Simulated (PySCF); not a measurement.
# C₈H₇F: excited states, first hyperpolarisability

Wanted: excited states, first hyperpolarisability for C₈H₇F (`FC1=C[C@H]2C=C[C@@H]1C=C2`).

Programs: PySCF 2.14.0, with routines of our own; each step states its level. All values are computed. Atoms count from 0.

## (1) The system as given

16 atoms, charge 0, multiplicity 1; geometry from: GFN2-xTB.

## (2) Relaxing the molecule at PBE0-D3(BJ)/def2-SVP

The job: settings as JSON, then the geometry in Å.

```
{"job": {"xc": "PBE0", "basis": "def2-SVP", "d3": "d3bj", "grid": 2, "kind": "geom"}, "charge": 0, "multiplicity": 1}
F     -0.068463    -1.663804     2.284458
C     -0.132418    -0.779505     1.275773
C     -0.832774     0.341182     1.260931
C     -0.663800     1.087469    -0.046078
C     -1.048499     0.101112    -1.135503
C     -0.360847    -1.026192    -1.097491
C      0.662013    -1.069308     0.024358
C      1.525988     0.163786    -0.174723
C      0.832595     1.287502    -0.215110
H     -1.455545     0.717876     2.048868
H     -1.231540     2.013770    -0.079893
H     -1.813651     0.354382    -1.845765
H     -0.463555    -1.860272    -1.766674
H      1.220009    -2.000380     0.083807
H      2.591333     0.066354    -0.272473
H      1.231555     2.274972    -0.355896
```

Run with:

```bash
> OMP_NUM_THREADS=1 python excited_run.py task.json out
```

One launch serves the whole session: the jobs run in the order shown.

Output:

```text
step   0  E = -408.07054888  max force = 0.015251
step   1  E = -408.07337801  max force = 0.002442
step   2  E = -408.07340597  max force = 0.000954
step   3  E = -408.07340844  max force = 0.000579
step   4  E = -408.07341189  max force = 0.000136
optimisation converged
```

It took 77 s on 1 thread of Arm Neoverse V1, shared host; peak memory 0.76 GiB.

Along the way:

```csv
step,energy from step 0 (eV),largest force component (eV/Å)
0,0.0000,0.7842
1,-0.0770,0.1256
2,-0.0777,0.0491
3,-0.0778,0.0298
4,-0.0779,0.0070
```

Close pairs (by a distance rule), those that changed most:

```csv
bond,before (Å),after (Å),change (Å)
C4–H11,1.074,1.091,+0.017
C8–H15,1.074,1.091,+0.017
C5–H12,1.074,1.091,+0.016
C7–H14,1.074,1.091,+0.016
C2–C3,1.515,1.531,+0.016
C2–H9,1.073,1.089,+0.016
F0–C1,1.343,1.327,-0.016
C3–C8,1.519,1.535,+0.016
```

The final coordinates are the input of the step that follows.

```csv
at the end point,value
point group (found at 0.08 Å tolerance),Cs
"rotational constants (GHz, main isotopes)","2.826, 1.683, 1.663"
dipole moment (D),1.43
```

## (3) Excited states: TDA CAM-B3LYP/def2-TZVP

The job: settings as JSON, then the geometry in Å.

```
{"job": {"kind": "states", "xc": "CAM-B3LYP", "basis": "def2-TZVP", "tda": true, "soc": true, "nstates": 6, "ntriplets": 5, "nquad": 4}, "charge": 0, "multiplicity": 1}
F      0.156880    -1.731158     2.350865
C      0.066148    -0.845540     1.366476
C     -0.646555     0.275129     1.365516
C     -0.479383     1.020722     0.039141
C     -0.879894     0.037460    -1.068874
C     -0.182313    -1.095161    -1.036337
C      0.852942    -1.118307     0.095062
C      1.732333     0.121419    -0.110888
C      1.026803     1.248985    -0.147073
H     -1.270632     0.639021     2.180105
H     -1.057792     1.951340     0.012450
H     -1.658577     0.281644    -1.793015
H     -0.292224    -1.935952    -1.722345
H      1.415617    -2.056425     0.163668
H      2.814314     0.037850    -0.220029
H      1.437331     2.248865    -0.295504
```

Method: TDA CAM-B3LYP/def2-TZVP excited states, vertical, gas phase, spin-orbit mean-field couplings.

Output:

```text
coarse grid: 14120 points
cycle   1  E = -408.7112090641  dE =  1.843e+00  |g| = 5.524e-01  |ddm| = 3.909e+00
cycle   2  E = -408.7146425134  dE = -3.433e-03  |g| = 5.996e-01  |ddm| = 1.244e+00
cycle   3  E = -408.7728571774  dE = -5.821e-02  |g| = 7.731e-02  |ddm| = 6.649e-01
cycle   4  E = -408.7736653657  dE = -8.082e-04  |g| = 4.884e-02  |ddm| = 1.026e-01
cycle   5  E = -408.7742246759  dE = -5.593e-04  |g| = 1.231e-02  |ddm| = 4.195e-02
cycle   6  E = -408.7742555499  dE = -3.087e-05  |g| = 5.020e-03  |ddm| = 1.475e-02
cycle   7  E = -408.7742614457  dE = -5.896e-06  |g| = 7.036e-04  |ddm| = 5.432e-03
final grid: 138872 points
cycle   8  E = -408.7672153934  dE = -8.338e-05  |g| = 5.391e-03  |ddm| = 1.106e-01
cycle   9  E = -408.7672138630  dE =  1.530e-06  |g| = 6.334e-03  |ddm| = 1.316e-02
cycle  10  E = -408.7672217989  dE = -7.936e-06  |g| = 6.888e-04  |ddm| = 5.761e-03
cycle  11  E = -408.7672218473  dE = -4.842e-08  |g| = 3.888e-04  |ddm| = 1.238e-03
cycle  12  E = -408.7672218757  dE = -2.841e-08  |g| = 8.960e-05  |ddm| = 5.594e-04
cycle  13  E = -408.7672218775  dE = -1.794e-09  |g| = 2.709e-05  |ddm| = 1.058e-04
cycle  14  E = -408.7672218777  dE = -1.787e-10  |g| = 5.694e-06  |ddm| = 3.393e-05
converged SCF energy = -408.7672218777

Singlet excitations
state   eV       nm        f     d(h-e)  d(exc)  Lambda  PR(NTO)  |dmu|/D   mu/D   main configurations
  1   5.0759   244.3   0.00028   0.957   2.968   0.694   1.035    2.919    1.713   H->L 0.98
  2   5.4263   228.5   0.00030   0.147   2.881   0.771   1.045    0.621    2.036   H->L+1 0.97
  3   6.1080   203.0   0.00001   0.702   2.855   0.609   1.070    2.281    1.185   H-1->L 0.95
  4   6.4081   193.5   0.00071   0.103   2.852   0.834   1.997    0.365    1.198   H-2->L 0.55, H-1->L+1 0.43
  5   6.5503   189.3   0.00047   0.675   3.574   0.314   1.079                     H->L+2 0.93
  6   6.6047   187.7   0.00042   0.704   2.788   0.608   1.086                     H-2->L+1 0.94

Triplet excitations (Tamm-Dancoff)
state   eV     d(h-e)  d(exc)  Lambda  PR(NTO)   main configurations
  1   3.4792   0.174   2.347   0.674   1.284   H->L 0.75, H-1->L 0.10
  2   3.6578   0.021   2.302   0.766   1.432   H->L+1 0.78, H-2->L 0.09
  3   4.2798   0.034   2.029   0.803   2.968   H-2->L 0.32, H-1->L+1 0.32, H->L+6 0.26
  4   5.6503   1.332   2.934   0.624   1.253   H-1->L 0.69, H->L 0.18, H-2->L+1 0.09
  5   6.0084   0.390   2.928   0.823   2.065   H-2->L 0.44, H-1->L+1 0.41, H->L+1 0.12
S1 - T1 = 1.5967 eV

Spin-orbit couplings |<S|Hso|T>| (cm-1)
             T1       T2       T3       T4       T5
S0        2.337    1.543    0.851    4.918    1.602
S1        0.054    8.357    1.179    0.119    2.043
S2        6.238    0.039    0.085    5.484    0.069
S3        0.163    3.923    3.000    0.091   12.925
S4        5.441    0.202    0.040   20.264    0.081
S5        2.072    3.154    1.970    0.904    1.193
S6        0.240   10.503    4.919    0.123   15.627
T1 sublevels (cm-1): 0.000 0.000 0.026   radiative rates (1/s): 0.0817 0.345 0.553
```

It took 2.1 min on 1 thread of Arm Neoverse V1, shared host; peak memory 1.4 GiB.

From this job:

```csv
quantity,value
S1 less T1,1.60 eV
```

## (4) Excited states: TDDFT CAM-B3LYP/aug-cc-pVDZ

Settings changed since step 3:

```diff
@@ -1,2 +1,2 @@
-{"job": {"kind": "states", "xc": "CAM-B3LYP", "basis": "def2-TZVP", "tda": true, "soc": true, "nstates": 6, "ntriplets": 5, "nquad": 4}, "charge": 0, "multiplicity": 1}
+{"job": {"kind": "states", "xc": "CAM-B3LYP", "basis": "aug-cc-pVDZ", "tpa": true, "nstates": 8, "nquad": 6, "ntriplets": 0}, "charge": 0, "multiplicity": 1}
 F      0.156880    -1.731158     2.350865
```

With the program's defaults for keys left out, this is: TDDFT CAM-B3LYP/aug-cc-pVDZ excited states, vertical, gas phase, two-photon moments by quadratic response.

Output:

```text
coarse grid: 14120 points
cycle   1  E = -408.5746914745  dE =  1.893e+00  |g| = 4.962e-01  |ddm| = 4.368e+01
cycle   2  E = -408.5798917888  dE = -5.200e-03  |g| = 5.292e-01  |ddm| = 4.048e+00
cycle   3  E = -408.6301797670  dE = -5.029e-02  |g| = 7.169e-02  |ddm| = 1.631e+00
cycle   4  E = -408.6309632297  dE = -7.835e-04  |g| = 4.558e-02  |ddm| = 4.697e-01
cycle   5  E = -408.6314763243  dE = -5.131e-04  |g| = 1.123e-02  |ddm| = 2.038e-01
cycle   6  E = -408.6315032007  dE = -2.688e-05  |g| = 4.286e-03  |ddm| = 5.664e-02
cycle   7  E = -408.6315078009  dE = -4.600e-06  |g| = 6.213e-04  |ddm| = 1.704e-02
final grid: 138872 points
cycle   8  E = -408.6547528359  dE = -4.692e-05  |g| = 4.801e-03  |ddm| = 7.302e-01
cycle   9  E = -408.6547513058  dE =  1.530e-06  |g| = 5.848e-03  |ddm| = 5.781e-02
cycle  10  E = -408.6547583877  dE = -7.082e-06  |g| = 5.283e-04  |ddm| = 2.040e-02
cycle  11  E = -408.6547584269  dE = -3.918e-08  |g| = 2.736e-04  |ddm| = 3.877e-03
cycle  12  E = -408.6547584420  dE = -1.513e-08  |g| = 7.967e-05  |ddm| = 1.372e-03
cycle  13  E = -408.6547584436  dE = -1.571e-09  |g| = 1.581e-05  |ddm| = 3.826e-04
cycle  14  E = -408.6547584437  dE = -7.651e-11  |g| = 5.437e-06  |ddm| = 9.677e-05
converged SCF energy = -408.6547584437

Singlet excitations
state   eV       nm        f     d(h-e)  d(exc)  Lambda  PR(NTO)  |dmu|/D   mu/D   delta(TPA)   sigma/GM   main configurations
  1   4.8452   255.9   0.00037   0.871   3.105   0.489   1.051    2.652    1.404        0.17      0.001   H->L+1 0.75, H->L+2 0.10
  2   5.1510   240.7   0.00035   0.243   3.047   0.488   1.063    1.059    2.199       10.32      0.100   H->L+4 0.61, H->L+3 0.23, H->L+7 0.14
  3   5.4887   225.9   0.00035   0.954   4.597   0.241   1.063    3.872    2.448        9.13      0.101   H->L 0.87
  4   5.9514   208.3   0.00208   0.612   3.979   0.361   2.069    1.952    1.637        7.39      0.096   H->L+2 0.40, H-1->L+1 0.38
  5   6.0470   205.0   0.00002   0.225   4.285   0.356   1.913    0.358    1.389        5.37      0.072   H->L+2 0.37, H-1->L+1 0.27, H->L+1 0.08
  6   6.0827   203.8   0.01407   1.350   4.818   0.393   1.170    5.955    4.695       89.43      1.212   H->L+3 0.62, H->L+4 0.23
  7   6.1304   202.2   0.00324   0.919   4.389   0.303   1.365                                            H->L+5 0.62
  8   6.3014   196.8   0.00075   0.090   3.010   0.558   2.011                                            H-2->L+1 0.45, H-1->L+4 0.24, H-1->L+3 0.09
```

Run time: 2.1 min. Hardware: 1 thread of Arm Neoverse V1, shared host; peak memory 1.1 GiB.

## (5) First hyperpolarisability: quadratic response CAM-B3LYP/aug-cc-pVDZ

Settings changed since step 4:

```diff
@@ -1,2 +1,2 @@
-{"job": {"kind": "states", "xc": "CAM-B3LYP", "basis": "aug-cc-pVDZ", "tpa": true, "nstates": 8, "nquad": 6, "ntriplets": 0}, "charge": 0, "multiplicity": 1}
+{"job": {"kind": "beta", "xc": "CAM-B3LYP", "basis": "aug-cc-pVDZ"}, "charge": 0, "multiplicity": 1}
 F      0.156880    -1.731158     2.350865
```

Level: quadratic response CAM-B3LYP/aug-cc-pVDZ first hyperpolarisability, Taylor convention, gas phase.

Output:

```text
coarse grid: 14120 points
cycle   1  E = -408.5746914745  dE =  1.893e+00  |g| = 4.962e-01  |ddm| = 4.368e+01
cycle   2  E = -408.5798917888  dE = -5.200e-03  |g| = 5.292e-01  |ddm| = 4.048e+00
cycle   3  E = -408.6301797670  dE = -5.029e-02  |g| = 7.169e-02  |ddm| = 1.631e+00
cycle   4  E = -408.6309632297  dE = -7.835e-04  |g| = 4.558e-02  |ddm| = 4.697e-01
cycle   5  E = -408.6314763243  dE = -5.131e-04  |g| = 1.123e-02  |ddm| = 2.038e-01
cycle   6  E = -408.6315032007  dE = -2.688e-05  |g| = 4.286e-03  |ddm| = 5.664e-02
cycle   7  E = -408.6315078009  dE = -4.600e-06  |g| = 6.213e-04  |ddm| = 1.704e-02
final grid: 138872 points
cycle   8  E = -408.6547528359  dE = -4.692e-05  |g| = 4.801e-03  |ddm| = 7.302e-01
cycle   9  E = -408.6547513058  dE =  1.530e-06  |g| = 5.848e-03  |ddm| = 5.781e-02
cycle  10  E = -408.6547583877  dE = -7.082e-06  |g| = 5.283e-04  |ddm| = 2.040e-02
cycle  11  E = -408.6547584269  dE = -3.918e-08  |g| = 2.736e-04  |ddm| = 3.877e-03
cycle  12  E = -408.6547584420  dE = -1.513e-08  |g| = 7.967e-05  |ddm| = 1.372e-03
cycle  13  E = -408.6547584436  dE = -1.571e-09  |g| = 1.581e-05  |ddm| = 3.826e-04
cycle  14  E = -408.6547584437  dE = -7.651e-11  |g| = 5.437e-06  |ddm| = 9.677e-05
converged SCF energy = -408.6547584437

Lowest singlets (eV, f): 4.8452 0.0004  5.1510 0.0003  5.4887 0.0003

First hyperpolarisability (au)
process     nm      |vector|   parallel      HRS      DR
static         -      171.08    -102.47      66.57   6.361
shg       1907.0      176.47     -105.7      68.92   6.259
eope      1907.0      172.84    -103.53          -       -
shg       1064.0      189.59    -113.56      74.77   6.009
eope      1064.0      176.87    -105.94          -       -
```

It took 87 s on 1 thread of Arm Neoverse V1, shared host; peak memory 1.1 GiB.

## (6) Excited states: TDA CAM-B3LYP/def2-TZVP in toluene

Settings changed since step 5:

```diff
@@ -1,2 +1,2 @@
-{"job": {"kind": "beta", "xc": "CAM-B3LYP", "basis": "aug-cc-pVDZ"}, "charge": 0, "multiplicity": 1}
+{"job": {"kind": "states", "xc": "CAM-B3LYP", "basis": "def2-TZVP", "tda": true, "soc": true, "nstates": 6, "ntriplets": 5, "nquad": 4, "solvent": "toluene"}, "charge": 0, "multiplicity": 1}
 F      0.156880    -1.731158     2.350865
```

Method: TDA CAM-B3LYP/def2-TZVP excited states, vertical, IEF-PCM toluene (non-equilibrium response), spin-orbit mean-field couplings.

Output:

```text
coarse grid: 14120 points
cycle   1  E = -408.7154402136  dE =  1.839e+00  |g| = 5.477e-01  |ddm| = 3.905e+00
cycle   2  E = -408.7200084108  dE = -4.568e-03  |g| = 5.882e-01  |ddm| = 1.162e+00
cycle   3  E = -408.7759408038  dE = -5.593e-02  |g| = 7.130e-02  |ddm| = 6.181e-01
cycle   4  E = -408.7766987437  dE = -7.579e-04  |g| = 4.073e-02  |ddm| = 8.978e-02
cycle   5  E = -408.7770847767  dE = -3.860e-04  |g| = 9.474e-03  |ddm| = 3.375e-02
cycle   6  E = -408.7771035665  dE = -1.879e-05  |g| = 4.273e-03  |ddm| = 1.101e-02
cycle   7  E = -408.7771079519  dE = -4.385e-06  |g| = 6.506e-04  |ddm| = 4.268e-03
final grid: 138872 points
cycle   8  E = -408.7700375665  dE = -8.387e-05  |g| = 5.291e-03  |ddm| = 1.105e-01
cycle   9  E = -408.7700363978  dE =  1.169e-06  |g| = 6.108e-03  |ddm| = 1.243e-02
cycle  10  E = -408.7700437467  dE = -7.349e-06  |g| = 6.677e-04  |ddm| = 5.426e-03
cycle  11  E = -408.7700437945  dE = -4.779e-08  |g| = 3.625e-04  |ddm| = 1.160e-03
cycle  12  E = -408.7700438194  dE = -2.486e-08  |g| = 6.403e-05  |ddm| = 5.309e-04
cycle  13  E = -408.7700438202  dE = -8.654e-10  |g| = 2.502e-05  |ddm| = 8.368e-05
converged SCF energy = -408.7700438202

Singlet excitations
state   eV       nm        f     d(h-e)  d(exc)  Lambda  PR(NTO)  |dmu|/D   mu/D   main configurations
  1   5.0800   244.1   0.00033   0.874   2.942   0.701   1.035    3.043    1.740   H->L 0.98
  2   5.4014   229.5   0.00059   0.200   2.866   0.771   1.043    0.888    2.451   H->L+1 0.97
  3   6.1227   202.5   0.00002   0.779   2.859   0.603   1.055    2.818    1.570   H-1->L 0.96
  4   6.4062   193.5   0.00125   0.077   2.847   0.835   1.992    0.330    1.412   H-2->L 0.56, H-1->L+1 0.43
  5   6.5820   188.4   0.00071   0.733   2.790   0.606   1.063                     H-2->L+1 0.96
  6   6.6736   185.8   0.00067   0.593   3.544   0.320   1.075                     H->L+2 0.91

Triplet excitations (Tamm-Dancoff)
state   eV     d(h-e)  d(exc)  Lambda  PR(NTO)   main configurations
  1   3.4977   0.166   2.345   0.677   1.284   H->L 0.76, H-1->L 0.10
  2   3.6718   0.017   2.303   0.762   1.426   H->L+1 0.78, H-2->L 0.09
  3   4.2956   0.032   2.029   0.783   2.972   H-2->L 0.32, H-1->L+1 0.32, H->L+4 0.22
  4   5.6967   1.316   2.933   0.620   1.267   H-1->L 0.69, H->L 0.18, H-2->L+1 0.10
  5   6.0109   0.413   2.926   0.823   2.056   H-2->L 0.43, H-1->L+1 0.41, H->L+1 0.13
S1 - T1 = 1.5822 eV

Spin-orbit couplings |<S|Hso|T>| (cm-1)
             T1       T2       T3       T4       T5
S0        2.306    1.543    0.822    5.060    1.466
S1        0.052    8.087    1.121    0.127    1.704
S2        6.284    0.038    0.076    5.720    0.075
S3        0.166    4.375    2.911    0.100   13.185
S4        5.613    0.222    0.042   20.203    0.106
S5        0.151   10.590    4.813    0.160   15.365
S6        2.141    2.006    1.866    0.946    1.053
T1 sublevels (cm-1): 0.000 0.000 0.026   radiative rates (1/s): 0.065 0.379 0.587
```

It took 1.8 min on 1 thread of Arm Neoverse V1, shared host; peak memory 1.4 GiB.

Key values:

```csv
quantity,value
S1 less T1,1.58 eV
```

## (7) Results

| quantity | value |
| --- | --- |
| point group | Cs |
| rotational constants (main isotopes) | 2.83, 1.68, 1.66 GHz |
| S1 less T1 (step 3, TDA CAM-B3LYP/def2-TZVP) | 1.60 eV |
| β vector (step 5, quadratic response CAM-B3LYP/aug-cc-pVDZ) | static 171, SHG 1907.0 nm 176, SHG 1064.0 nm 190 au |
| S1 less T1 (step 6, TDA CAM-B3LYP/def2-TZVP in toluene) | 1.58 eV |

In words: The optimisation took 4 steps and gained 0.078 eV; among the close pairs (by a distance rule), C4–H11 changed most, from 1.074 to 1.091 Å. In step 3, the number of triplets below S1 is 3, and the largest singlet-triplet spin-orbit coupling is S4–T4, 20.26 cm⁻¹. β grows from 171 au (static) to 190 au for doubling at 1064.0 nm: normal dispersion, which grows as twice the photon energy moves toward the bright states. In step 6, the number of triplets below S1 is 3, and the largest singlet-triplet spin-orbit coupling is S4–T4, 20.20 cm⁻¹.
